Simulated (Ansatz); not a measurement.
**CH4AsB: how energies converge with the basis set**

Aim: see how fast density functionals converge with the basis set for CH4AsB.

Computed with Ansatz 0.2.0, Gaussian basis. Level: one geometry, several basis sets.

Levels to be run: PBE0-D4/def2-SVP; ωB97M-V/def2-SVP; PBE0-D4/def2-QZVPP; ωB97M-V/def2-QZVPP; the functionals' def2-TZVPP values are taken from earlier runs.

## (1) Structure used throughout

All runs share one geometry, relaxed beforehand with PBE0-D4 in a triple-zeta def2 set.

SMILES `B1C[AsH]1`, 7 atoms, charge 0, spin multiplicity 1.

Atoms are counted from 1 here; the program's logs count them from 0.

Bond lengths: B1–C2 1.503 Å, B1–As3 1.997 Å, B1–H4 1.185 Å, C2–As3 2.054 Å, C2–H5 1.087 Å, C2–H6 1.088 Å, As3–H7 1.532 Å. Angles: C2–B1–As3 70.3°, C2–B1–H4 143.2°, As3–B1–H4 142.8°, B1–C2–As3 66.2°, B1–C2–H5 122.8°, B1–C2–H6 119.5°, As3–C2–H5 124.4°, As3–C2–H6 102.1°, H5–C2–H6 112.4°, B1–As3–C2 43.5°, B1–As3–H7 84.2°, C2–As3–H7 97.1°.

## (2) PBE0-D4 in def2-SVP

The input, in.yaml:

```yaml
crystal:
  periodic: [false, false, false]
  atoms:
    - {symbol: B, position_ang: [-0.702424, -0.014547, -0.576446]}
    - {symbol: C, position_ang: [0.010841, 0.533951, 0.627475]}
    - {symbol: As, position_ang: [1.271581, -0.163491, -0.837018]}
    - {symbol: H, position_ang: [-1.739007, -0.452883, -0.947098]}
    - {symbol: H, position_ang: [-0.082096, 0.096021, 1.618138]}
    - {symbol: H, position_ang: [0.267229, 1.590466, 0.663902]}
    - {symbol: H, position_ang: [1.035077, -1.657516, -0.594652]}
basis:
  gaussian: {orbitals: def2-SVP}
hamiltonian: {xc: pbe0, dispersion: d4}
output: {orbitals: {seedname: orbitals}}
```

Run with:

```sh
ansatz run in.yaml --threads 2 --pin off --events-out ev --progress --plain --max-ram 4352MiB
```

After this run come: ωB97M-V in def2-SVP; PBE0-D4 in def2-QZVPP; ωB97M-V in def2-QZVPP.

**Question.** What will the summary of the whole plan be? Wanted: PBE0-D4: double and triple zeta above quadruple; ωB97M-V: double and triple zeta above quadruple.

The runs gave:

| quantity | value |
| --- | --- |
| PBE0-D4: double and triple zeta above quadruple | 10.87, 1.41 eV |
| ωB97M-V: double and triple zeta above quadruple | 10.93, 1.37 eV |

What this shows: PBE0-D4 gains 9.46 eV from double to triple zeta, then 1.41 eV more. These are total energies; as a rule much of such shifts cancels in differences, which this series doesn't test.
